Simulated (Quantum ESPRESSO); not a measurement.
Runs of Quantum ESPRESSO 7.5 on Ag. The cell holds a slab with vacuum, 5 atoms: a = 2.889 Å, b = 2.889 Å, c = 24.437 Å, α = 90.00°, β = 90.00°, γ = 120.00°. 

```tsv
level	form of the LDA correlation	gap on the mesh (eV)	largest force (eV/Å)	work function (eV)
revPBE	-	none	0.31	4.34
AM05	-	none	0.18	4.56
rev-vdW-DF2	-	none	0.01	4.82
LDA	PZ81	none	(b)	5.01
WC	-	none	(a)	(c)
PBEsol	-	none	0.18	4.68
RPBE	-	none	(d)	4.31
```

Alike in all rows: task work function; potentials or basis SG15 PBE 1.2; no spin polarisation; cell as given; k mesh 7 × 7 × 1; cutoff (eV) 952; smearing fermi-dirac 0.05 eV.

Q: Estimate the missing entries.

A: (a) 0.15; (b) 0.42; (c) 4.66; (d) 0.36.

Caveats: the potentials were made for another functional, which shifts forces and pressure.

A k mesh can miss the band edges, and the runs leave out spin-orbit coupling on Ag.

A gap of «none» marks a metal or a gap under the smearing width.

Runs at the PBE level aren't shown here.
